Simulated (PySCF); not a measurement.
# C9H4F4O2: the cost of one run

Programs: PySCF 2.14.0, with density-fitted response routines of our own. Each step states its level of theory. These are calculated values for one molecule in the gas phase, unless marked as measured. Atoms count from 0, in the outputs and in this text.

## 1. The molecule as given

19 atoms, charge 0, multiplicity 1; geometry from: GFN2-xTB.

Bonds of the start (Å): O0–C1 1.19, C1–C2 1.53, C2–C3 1.49, C3–C4 1.39, C4–F5 1.34, C4–C6 1.39, C6–F7 1.33, C6–C8 1.39, C8–F9 1.33, C8–C10 1.39, C10–F11 1.34, C10–C12 1.39, C12–C13 1.50, C13–O14 1.42, O14–C1 1.34, C12–C3 1.39, C2–H15 1.09, C2–H16 1.10, C13–H17 1.09, C13–H18 1.10.

## 2. Optimising the geometry at PBE0-D3(BJ)/def2-SVP

Job settings and geometry (Å):

```
{"job": {"xc": "PBE0", "basis": "def2-SVP", "d3": "d3bj", "grid": 1, "kind": "geom"}, "charge": 0, "multiplicity": 1}
O     -3.890750     0.920890    -0.358940
C     -2.932800     0.388550     0.115880
C     -1.806530     1.154000     0.812570
C     -0.486720     0.582530     0.414410
C      0.620840     1.351330     0.081410
F      0.541460     2.685410     0.119510
C      1.820830     0.745280    -0.278420
F      2.885930     1.485970    -0.585500
C      1.911060    -0.644630    -0.311150
F      3.063340    -1.228750    -0.642280
C      0.792910    -1.413580    -0.003640
F      0.875190    -2.748080    -0.046360
C     -0.399550    -0.805330     0.356640
C     -1.660690    -1.559460     0.658230
O     -2.789820    -0.940860     0.063160
H     -1.890450     2.213610     0.573890
H     -1.955820     1.028410     1.890860
H     -1.629660    -2.572230     0.251570
H     -1.810930    -1.621260     1.746060
```

**Question.** How long does this first job take on 8 threads of Arm Neoverse V2, shared host?

About 2.5 min.
